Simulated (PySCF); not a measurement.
# C₂H₉NSi₂: electronic excitations at several levels of theory, part 2 of 2

PySCF 2.14.0. Atoms count from 0. The steps go on from the part before.

## Step 9: Ultraviolet spectrum: CAM-B3LYP/def2-SVPD

The job: settings as JSON, then the geometry in Å.

```
{"job": {"kind": "uv", "xc": "CAM-B3LYP", "basis": "def2-SVPD", "ip": true}, "charge": 0, "multiplicity": 1}
N     -2.383313     0.558083    -0.029919
Si    -1.751007    -0.835629     0.782613
C      0.120429    -0.718191     0.799843
C      0.793199     0.148538     0.021124
Si     2.656748     0.316995     0.000356
H     -3.254238     0.478496    -0.541634
H     -2.300963     1.474056     0.397481
H     -2.223186    -2.024880     0.007236
H     -2.205386    -1.024471     2.202151
H      0.687300    -1.375085     1.476389
H      0.198511     0.794887    -0.642436
H      3.072816     1.697269     0.404370
H      3.200558     0.071625    -1.372265
H      3.252606    -0.670941     0.950936
```

Level: TDDFT CAM-B3LYP/def2-SVPD, vertical, gas phase, core orbitals frozen in the response.

Output:

```text
coarse grid: 12064 points
cycle   1  E = -714.8846743220  dE =  1.043e-01  |g| = 4.179e-01  |ddm| = 4.557e+00
cycle   2  E = -714.8873726380  dE = -2.698e-03  |g| = 4.286e-01  |ddm| = 1.190e+00
cycle   3  E = -714.9285537585  dE = -4.118e-02  |g| = 4.387e-02  |ddm| = 5.287e-01
cycle   4  E = -714.9289840985  dE = -4.303e-04  |g| = 2.026e-02  |ddm| = 1.162e-01
cycle   5  E = -714.9290890620  dE = -1.050e-04  |g| = 4.057e-03  |ddm| = 3.057e-02
cycle   6  E = -714.9290937634  dE = -4.701e-06  |g| = 1.267e-03  |ddm| = 9.216e-03
final grid: 105608 points
cycle   7  E = -715.0245352976  dE = -1.264e-05  |g| = 3.114e-03  |ddm| = 4.821e-02
cycle   8  E = -715.0245345899  dE =  7.077e-07  |g| = 3.651e-03  |ddm| = 8.431e-03
cycle   9  E = -715.0245377042  dE = -3.114e-06  |g| = 2.415e-04  |ddm| = 4.053e-03
cycle  10  E = -715.0245377170  dE = -1.277e-08  |g| = 1.294e-04  |ddm| = 5.015e-04
cycle  11  E = -715.0245377217  dE = -4.645e-09  |g| = 2.878e-05  |ddm| = 2.243e-04
cycle  12  E = -715.0245377219  dE = -2.065e-10  |g| = 1.007e-05  |ddm| = 6.323e-05
converged SCF energy = -715.0245377219

Static polarisability (au): isotropic 90.333, principal 71.767 82.210 117.023

Singlet excitations
state   eV       nm        f      main configurations
  1   5.7712    214.8   0.00493   H-2->L 0.49, H->L 0.36, H-1->L 0.10
  2   6.2670    197.8   0.05922   H->L 0.44, H-2->L 0.34, H->L+1 0.13
  3   6.5531    189.2   0.24581   H-1->L 0.40, H->L+1 0.28, H->L 0.16
  4   6.7195    184.5   0.22985   H-1->L 0.46, H->L+1 0.30, H-2->L 0.11
  5   7.3122    169.6   0.04781   H-1->L+1 0.68, H->L+1 0.11
  6   7.6661    161.7   0.00946   H->L+2 0.34, H->L+3 0.20, H-1->L+1 0.10
  7   7.8207    158.5   0.03539   H-2->L+1 0.59, H-1->L+2 0.10
  8   7.9370    156.2   0.03006   H-1->L+2 0.51, H-1->L+3 0.14
  9   7.9804    155.4   0.01669   H-3->L 0.32, H->L+3 0.15, H->L+5 0.14
 10   7.9955    155.1   0.02340   H-3->L 0.43, H->L+3 0.13, H->L+5 0.12

Triplet excitations (Tamm-Dancoff, eV): 4.0125 5.2031 5.9544 6.4413
Vertical ionisation energy (delta-SCF) = 9.6474 eV
```

Wall time 2.6 min (1 thread, shared host).

Key values: HOMO -8.89 eV, LUMO 0.24 eV; lowest singlet 5.77 eV.

## Step 10: TDDFT and polarisability: wB97X-D/def2-SVPD

Same as in step 9 but for these lines:

```diff
@@ -1,2 +1,2 @@
-{"job": {"kind": "uv", "xc": "CAM-B3LYP", "basis": "def2-SVPD", "ip": true}, "charge": 0, "multiplicity": 1}
+{"job": {"kind": "uv", "xc": "wB97X-D", "basis": "def2-SVPD", "ip": true}, "charge": 0, "multiplicity": 1}
 N     -2.383313     0.558083    -0.029919
```

Level: TDDFT wB97X-D/def2-SVPD, vertical, gas phase, core orbitals frozen in the response.

Output:

```text
coarse grid: 12064 points
cycle   1  E = -714.9022945518  dE =  9.639e-02  |g| = 3.918e-01  |ddm| = 4.439e+00
cycle   2  E = -714.9158418020  dE = -1.355e-02  |g| = 3.498e-01  |ddm| = 1.157e+00
cycle   3  E = -714.9428118803  dE = -2.697e-02  |g| = 3.921e-02  |ddm| = 4.292e-01
cycle   4  E = -714.9432683469  dE = -4.565e-04  |g| = 1.608e-02  |ddm| = 1.407e-01
cycle   5  E = -714.9433396882  dE = -7.134e-05  |g| = 3.797e-03  |ddm| = 3.908e-02
cycle   6  E = -714.9433447497  dE = -5.062e-06  |g| = 1.123e-03  |ddm| = 1.426e-02
final grid: 105608 points
cycle   7  E = -715.0389840237  dE = -8.842e-05  |g| = 5.557e-03  |ddm| = 1.165e-01
cycle   8  E = -715.0389854651  dE = -1.441e-06  |g| = 5.313e-03  |ddm| = 1.881e-02
cycle   9  E = -715.0389914548  dE = -5.990e-06  |g| = 4.356e-04  |ddm| = 5.988e-03
cycle  10  E = -715.0389915231  dE = -6.825e-08  |g| = 1.755e-04  |ddm| = 1.613e-03
cycle  11  E = -715.0389915334  dE = -1.031e-08  |g| = 5.109e-05  |ddm| = 4.346e-04
cycle  12  E = -715.0389915347  dE = -1.335e-09  |g| = 1.633e-05  |ddm| = 1.470e-04
cycle  13  E = -715.0389915349  dE = -1.539e-10  |g| = 8.855e-06  |ddm| = 5.195e-05
converged SCF energy = -715.0389915349

Static polarisability (au): isotropic 90.487, principal 71.999 82.378 117.085

Singlet excitations
state   eV       nm        f      main configurations
  1   5.7518    215.6   0.00503   H-2->L 0.47, H->L 0.41, H-1->L 0.09
  2   6.2639    197.9   0.05997   H->L 0.49, H-2->L 0.42
  3   6.6123    187.5   0.35973   H-1->L 0.68, H->L+1 0.12
  4   6.7931    182.5   0.13410   H->L+1 0.50, H-1->L 0.19, H->L+2 0.11
  5   7.4601    166.2   0.03699   H-1->L+1 0.69, H->L+1 0.09
  6   7.8208    158.5   0.01033   H->L+2 0.27, H->L+3 0.16, H->L+7 0.15
  7   7.9237    156.5   0.00467   H-3->L 0.74
  8   7.9980    155.0   0.04223   H-2->L+1 0.62
  9   8.1299    152.5   0.02197   H-1->L+2 0.47, H-1->L+3 0.16, H->L+7 0.09
 10   8.2041    151.1   0.04890   H->L+5 0.31, H->L+3 0.19, H->L+4 0.15

Triplet excitations (Tamm-Dancoff, eV): 4.1138 5.2127 6.0527 6.5709
Vertical ionisation energy (delta-SCF) = 9.6120 eV
```

Wall time 2.2 min (1 thread, shared host).

This run: HOMO -9.41 eV, LUMO 0.87 eV; lowest singlet 5.75 eV.

## Step 11: Excited states and response: LC-wPBE/def2-SVPD

Same as in step 10 but for these lines:

```diff
@@ -1,2 +1,2 @@
-{"job": {"kind": "uv", "xc": "wB97X-D", "basis": "def2-SVPD", "ip": true}, "charge": 0, "multiplicity": 1}
+{"job": {"kind": "uv", "xc": "LC-wPBE", "basis": "def2-SVPD", "ip": true}, "charge": 0, "multiplicity": 1}
 N     -2.383313     0.558083    -0.029919
```

Level: TDDFT LC-wPBE/def2-SVPD, vertical, gas phase, core orbitals frozen in the response.

Output:

```text
coarse grid: 12064 points
cycle   1  E = -714.6615626951  dE =  1.221e-01  |g| = 3.769e-01  |ddm| = 4.477e+00
cycle   2  E = -714.6878131666  dE = -2.625e-02  |g| = 2.726e-01  |ddm| = 9.958e-01
cycle   3  E = -714.7037053142  dE = -1.589e-02  |g| = 5.126e-02  |ddm| = 3.563e-01
cycle   4  E = -714.7045347342  dE = -8.294e-04  |g| = 1.285e-02  |ddm| = 1.555e-01
cycle   5  E = -714.7045818870  dE = -4.715e-05  |g| = 3.679e-03  |ddm| = 3.876e-02
cycle   6  E = -714.7045866220  dE = -4.735e-06  |g| = 1.135e-03  |ddm| = 1.120e-02
final grid: 105608 points
cycle   7  E = -714.8197365110  dE = -2.136e-05  |g| = 4.762e-03  |ddm| = 6.762e-02
cycle   8  E = -714.8197382704  dE = -1.759e-06  |g| = 4.119e-03  |ddm| = 9.441e-03
cycle   9  E = -714.8197419865  dE = -3.716e-06  |g| = 3.205e-04  |ddm| = 4.657e-03
cycle  10  E = -714.8197420248  dE = -3.835e-08  |g| = 1.510e-04  |ddm| = 1.154e-03
cycle  11  E = -714.8197420347  dE = -9.853e-09  |g| = 3.500e-05  |ddm| = 4.540e-04
cycle  12  E = -714.8197420354  dE = -7.349e-10  |g| = 7.359e-06  |ddm| = 1.382e-04
converged SCF energy = -714.8197420354

Static polarisability (au): isotropic 88.165, principal 70.452 80.487 113.556

Singlet excitations
state   eV       nm        f      main configurations
  1   5.9102    209.8   0.00138   H-2->L 0.59, H->L 0.22, H-1->L 0.11
  2   6.7592    183.4   0.49100   H->L 0.53, H-1->L 0.34
  3   6.8751    180.3   0.06639   H-1->L 0.34, H->L+1 0.22, H-2->L 0.14
  4   7.3393    168.9   0.04089   H->L+1 0.24, H-2->L 0.15, H-1->L 0.14
  5   7.9676    155.6   0.02178   H-1->L+1 0.52, H->L+1 0.14, H-1->L+4 0.11
  6   8.2843    149.7   0.01319   H->L+3 0.20, H->L+7 0.16, H->L+2 0.11
  7   8.3607    148.3   0.00529   H-3->L 0.33, H-6->L 0.24, H-8->L 0.19
  8   8.4630    146.5   0.03927   H-2->L+1 0.46
  9   8.6260    143.7   0.00740   H->L+5 0.14, H->L+7 0.12, H-1->L+2 0.12
 10   8.6669    143.1   0.06668   H->L+3 0.18, H-1->L+3 0.12, H-1->L+2 0.10

Triplet excitations (Tamm-Dancoff, eV): 3.8774 5.2370 6.4345 7.0386
Vertical ionisation energy (delta-SCF) = 9.9458 eV
```

It took 3.3 min on 1 thread, shared host.

This run: HOMO -10.27 eV, LUMO 1.34 eV; lowest singlet 5.91 eV.

## Step 12: Ultraviolet spectrum: PBE0/6-31G*

Same as in step 11 but for these lines:

```diff
@@ -1,2 +1,2 @@
-{"job": {"kind": "uv", "xc": "LC-wPBE", "basis": "def2-SVPD", "ip": true}, "charge": 0, "multiplicity": 1}
+{"job": {"kind": "uv", "xc": "PBE0", "basis": "6-31G*"}, "charge": 0, "multiplicity": 1}
 N     -2.383313     0.558083    -0.029919
```

With the program's defaults for keys left out, this is: TDDFT PBE0/6-31G*, vertical, gas phase, core orbitals frozen in the response.

Output:

```text
coarse grid: 12064 points
cycle   1  E = -714.9060661260  dE =  1.203e-01  |g| = 4.647e-01  |ddm| = 3.186e+00
cycle   2  E = -714.8746284837  dE =  3.144e-02  |g| = 5.835e-01  |ddm| = 9.207e-01
cycle   3  E = -714.9574209457  dE = -8.279e-02  |g| = 4.335e-02  |ddm| = 5.649e-01
cycle   4  E = -714.9577417287  dE = -3.208e-04  |g| = 2.526e-02  |ddm| = 6.207e-02
cycle   5  E = -714.9579072581  dE = -1.655e-04  |g| = 5.698e-03  |ddm| = 2.689e-02
cycle   6  E = -714.9579140601  dE = -6.802e-06  |g| = 2.791e-03  |ddm| = 6.456e-03
final grid: 105608 points
cycle   7  E = -714.8992543206  dE = -7.793e-06  |g| = 8.265e-03  |ddm| = 1.468e-02
cycle   8  E = -714.8992331536  dE =  2.117e-05  |g| = 1.239e-02  |ddm| = 1.722e-02
cycle   9  E = -714.8992708978  dE = -3.774e-05  |g| = 1.320e-03  |ddm| = 1.056e-02
cycle  10  E = -714.8992713482  dE = -4.504e-07  |g| = 1.775e-04  |ddm| = 1.181e-03
cycle  11  E = -714.8992713564  dE = -8.154e-09  |g| = 6.787e-05  |ddm| = 2.405e-04
cycle  12  E = -714.8992713574  dE = -1.048e-09  |g| = 2.124e-05  |ddm| = 7.781e-05
cycle  13  E = -714.8992713576  dE = -1.382e-10  |g| = 2.073e-06  |ddm| = 2.877e-05
converged SCF energy = -714.8992713576

Static polarisability (au): isotropic 73.696, principal 54.018 66.865 100.206

Singlet excitations
state   eV       nm        f      main configurations
  1   5.5152    224.8   0.01073   H->L 0.92
  2   6.0486    205.0   0.00364   H-2->L 0.93
  3   6.6956    185.2   0.45531   H-1->L 0.88
  4   6.8585    180.8   0.03095   H->L+1 0.84, H->L+2 0.12
  5   7.4749    165.9   0.04422   H-1->L+1 0.90
  6   7.7062    160.9   0.00384   H-3->L 0.85, H-4->L 0.10
  7   7.8883    157.2   0.00532   H->L+2 0.47, H-2->L+1 0.12, H-1->L+2 0.11
  8   7.9880    155.2   0.07698   H->L+3 0.35, H-4->L 0.24, H->L+4 0.10
  9   8.0272    154.5   0.08230   H-4->L 0.37, H-2->L+1 0.23, H->L+3 0.14
 10   8.0815    153.4   0.02762   H-2->L+1 0.33, H->L+2 0.28, H-1->L+2 0.25

Triplet excitations (Tamm-Dancoff, eV): 3.9954 5.1019 5.6208 6.4368
```

Wall time 9.3 s (1 thread, shared host).

Key values: HOMO -7.21 eV, LUMO -0.50 eV; lowest singlet 5.52 eV.

## Step 13: Excited states and response: PBE0/def2-SVP

Same as in step 12 but for these lines:

```diff
@@ -1,2 +1,2 @@
-{"job": {"kind": "uv", "xc": "PBE0", "basis": "6-31G*"}, "charge": 0, "multiplicity": 1}
+{"job": {"kind": "uv", "xc": "PBE0", "basis": "def2-SVP"}, "charge": 0, "multiplicity": 1}
 N     -2.383313     0.558083    -0.029919
```

With the program's defaults for keys left out, this is: TDDFT PBE0/def2-SVP, vertical, gas phase, core orbitals frozen in the response.

Output:

```text
coarse grid: 12064 points
cycle   1  E = -714.5308482051  dE =  8.349e-02  |g| = 4.445e-01  |ddm| = 3.507e+00
cycle   2  E = -714.5023621863  dE =  2.849e-02  |g| = 5.602e-01  |ddm| = 9.442e-01
cycle   3  E = -714.5775604367  dE = -7.520e-02  |g| = 4.269e-02  |ddm| = 5.782e-01
cycle   4  E = -714.5778940050  dE = -3.336e-04  |g| = 2.390e-02  |ddm| = 6.495e-02
cycle   5  E = -714.5780414711  dE = -1.475e-04  |g| = 5.801e-03  |ddm| = 2.701e-02
cycle   6  E = -714.5780486748  dE = -7.204e-06  |g| = 2.853e-03  |ddm| = 7.089e-03
final grid: 105608 points
cycle   7  E = -714.6643298152  dE = -6.045e-06  |g| = 7.852e-03  |ddm| = 1.751e-02
cycle   8  E = -714.6643086178  dE =  2.120e-05  |g| = 1.206e-02  |ddm| = 1.773e-02
cycle   9  E = -714.6643446528  dE = -3.604e-05  |g| = 1.273e-03  |ddm| = 1.101e-02
cycle  10  E = -714.6643450738  dE = -4.210e-07  |g| = 1.485e-04  |ddm| = 1.199e-03
cycle  11  E = -714.6643450795  dE = -5.661e-09  |g| = 5.545e-05  |ddm| = 2.191e-04
cycle  12  E = -714.6643450802  dE = -7.321e-10  |g| = 1.780e-05  |ddm| = 7.103e-05
converged SCF energy = -714.6643450802

Static polarisability (au): isotropic 79.252, principal 60.047 71.886 105.824

Singlet excitations
state   eV       nm        f      main configurations
  1   5.3981    229.7   0.01074   H->L 0.93
  2   5.9434    208.6   0.00482   H-2->L 0.93
  3   6.6261    187.1   0.49931   H-1->L 0.90
  4   6.9246    179.0   0.02205   H->L+1 0.86, H->L+2 0.11
  5   7.5125    165.0   0.00276   H-3->L 0.89
  6   7.6573    161.9   0.02155   H-1->L+1 0.88
  7   7.8294    158.4   0.00785   H-4->L 0.84
  8   8.0025    154.9   0.03133   H->L+2 0.63, H-2->L+1 0.12
  9   8.0774    153.5   0.03891   H->L+3 0.47, H->L+4 0.32
 10   8.1967    151.3   0.06861   H-2->L+1 0.56, H->L+2 0.17, H-5->L 0.14

Triplet excitations (Tamm-Dancoff, eV): 3.9787 4.9965 5.5271 6.4734
```

Run time: 12 s. Hardware: 1 thread, shared host.

Key values: HOMO -7.31 eV, LUMO -0.72 eV; lowest singlet 5.40 eV.

## Step 14: TDDFT and polarisability: PBE0/def2-TZVP

Same as in step 13 but for these lines:

```diff
@@ -1,2 +1,2 @@
-{"job": {"kind": "uv", "xc": "PBE0", "basis": "def2-SVP"}, "charge": 0, "multiplicity": 1}
+{"job": {"kind": "uv", "xc": "PBE0", "basis": "def2-TZVP"}, "charge": 0, "multiplicity": 1}
 N     -2.383313     0.558083    -0.029919
```

With the program's defaults for keys left out, this is: TDDFT PBE0/def2-TZVP, vertical, gas phase, core orbitals frozen in the response.

Output:

```text
coarse grid: 12064 points
cycle   1  E = -714.9764673085  dE =  9.332e-02  |g| = 4.915e-01  |ddm| = 2.669e+00
cycle   2  E = -714.9357070605  dE =  4.076e-02  |g| = 6.420e-01  |ddm| = 8.350e-01
cycle   3  E = -715.0297268534  dE = -9.402e-02  |g| = 5.154e-02  |ddm| = 5.395e-01
cycle   4  E = -715.0301730925  dE = -4.462e-04  |g| = 2.623e-02  |ddm| = 5.347e-02
cycle   5  E = -715.0303293203  dE = -1.562e-04  |g| = 7.810e-03  |ddm| = 2.150e-02
cycle   6  E = -715.0303430216  dE = -1.370e-05  |g| = 3.027e-03  |ddm| = 6.181e-03
cycle   7  E = -715.0303453248  dE = -2.303e-06  |g| = 5.152e-04  |ddm| = 2.195e-03
final grid: 105608 points
cycle   8  E = -715.0210210569  dE = -2.617e-05  |g| = 7.448e-03  |ddm| = 2.664e-02
cycle   9  E = -715.0210106999  dE =  1.036e-05  |g| = 9.987e-03  |ddm| = 1.189e-02
cycle  10  E = -715.0210333356  dE = -2.264e-05  |g| = 7.394e-04  |ddm| = 6.859e-03
cycle  11  E = -715.0210334423  dE = -1.067e-07  |g| = 3.379e-04  |ddm| = 6.943e-04
cycle  12  E = -715.0210334710  dE = -2.870e-08  |g| = 8.882e-05  |ddm| = 2.506e-04
cycle  13  E = -715.0210334726  dE = -1.637e-09  |g| = 3.409e-05  |ddm| = 7.241e-05
cycle  14  E = -715.0210334729  dE = -3.145e-10  |g| = 4.452e-06  |ddm| = 2.984e-05
converged SCF energy = -715.0210334729

Static polarisability (au): isotropic 87.565, principal 67.561 79.068 116.064

Singlet excitations
state   eV       nm        f      main configurations
  1   5.3808    230.4   0.01112   H->L 0.86, H-2->L 0.08
  2   5.8109    213.4   0.00910   H-2->L 0.88, H->L 0.10
  3   6.4266    192.9   0.40826   H-1->L 0.83
  4   6.5419    189.5   0.05572   H->L+1 0.88
  5   7.2105    171.9   0.04538   H-1->L+1 0.89
  6   7.3747    168.1   0.00143   H-3->L 0.90
  7   7.5450    164.3   0.02766   H-2->L+1 0.45, H->L+2 0.28
  8   7.6309    162.5   0.09582   H-2->L+1 0.34, H->L+3 0.29, H->L+4 0.11
  9   7.6792    161.5   0.00728   H-4->L 0.48, H-1->L+2 0.24, H->L+2 0.15
 10   7.7373    160.2   0.00964   H->L+3 0.34, H-4->L 0.22, H-2->L+1 0.09

Triplet excitations (Tamm-Dancoff, eV): 3.9495 4.8968 5.4758 6.1719
```

Wall time 29 s (1 thread, shared host).

This run: HOMO -7.49 eV, LUMO -0.90 eV; lowest singlet 5.38 eV.

## Step 15: Side by side: electronic excitations

Excitations and ground-state properties, with basis size and wall time:

| run | lowest singlet (eV) | brightest (eV) | f | gap (eV) | α (Å³) | μ (D) | functions | time |
| --- | --- | --- | --- | --- | --- | --- | --- | --- |
| HF/def2-SVPD | 6.53 | 6.75 | 0.608 | 12.46 | 12.59 | 1.42 | 180 | 19 s |
| LDA/def2-SVPD | 4.28 | 5.83 | 0.309 | 4.20 | 14.51 | 1.45 | 180 | 1.9 min |
| PBE/def2-SVPD | 4.33 | 5.92 | 0.307 | 4.26 | 14.18 | 1.44 | 180 | 2.7 min |
| B3LYP/def2-SVPD | 5.26 | 6.35 | 0.408 | 6.18 | 13.65 | 1.41 | 180 | 1.9 min |
| PBE0/def2-SVPD | 5.40 | 6.46 | 0.362 | 6.59 | 13.58 | 1.42 | 180 | 2.3 min |
| BHandHLYP/def2-SVPD | 5.99 | 6.58 | 0.358 | 8.87 | 13.11 | 1.39 | 180 | 2 min |
| CAM-B3LYP/def2-SVPD | 5.77 | 6.55 | 0.246 | 9.14 | 13.39 | 1.40 | 180 | 2.6 min |
| wB97X-D/def2-SVPD | 5.75 | 6.61 | 0.360 | 10.28 | 13.41 | 1.42 | 180 | 2.2 min |
| LC-wPBE/def2-SVPD | 5.91 | 6.76 | 0.491 | 11.60 | 13.06 | 1.42 | 180 | 3.3 min |
| PBE0/6-31G* | 5.52 | 6.70 | 0.455 | 6.71 | 10.92 | 1.68 | 96 | 9.3 s |
| PBE0/def2-SVP | 5.40 | 6.63 | 0.499 | 6.59 | 11.74 | 1.66 | 123 | 12 s |
| PBE0/def2-TZVP | 5.38 | 6.43 | 0.408 | 6.59 | 12.98 | 1.53 | 221 | 29 s |

## Step 16: Results

The summary covers parts 1 to 2.

```
                                quantity                        value
                             point group                           C1
    rotational constants (main isotopes)         8.73, 1.13, 1.03 GHz
           lowest singlet (HF/def2-SVPD)  6.53 eV (190 nm), f = 0.002
brightest single state of those computed  state 2, 6.75 eV, f = 0.608
                          lowest triplet                      3.36 eV
       vertical ionisation energy (ΔSCF)                      8.63 eV
             range of the lowest singlet              4.28 to 6.53 eV
```

**Reading.** Single values in the summary come from the first run of each kind that ended normally (HF/def2-SVPD), which need not be the best level. Over 8 steps the energy fell by 0.103 eV; of the close pairs, Si1–H7 changed most, 1.465 to 1.496 Å. No frequency check was run at this level, so the end point may be a saddle. The first singlet state (HOMO−2→LUMO+1 0.24, HOMO−2→LUMO+2 0.24) lies at 6.53 eV and is weak; of the 10 states computed, the strongest absorption comes from state 2 at 6.75 eV. The lowest triplet lies 3.16 eV below the lowest singlet (triplets in Tamm-Dancoff, singlets in full TDDFT). At HF/def2-SVPD, the highest states lie near or above the ionisation energy, where they hang on the basis. The orbital energy would give 10.20 eV for ionisation, ΔSCF gives 8.63 eV. The lowest singlet runs from 4.28 eV (LDA/def2-SVPD) to 6.53 eV (HF/def2-SVPD), while the orbital gap spans 4.20 to 12.46 eV. The lowest state need not be the same one in every run.
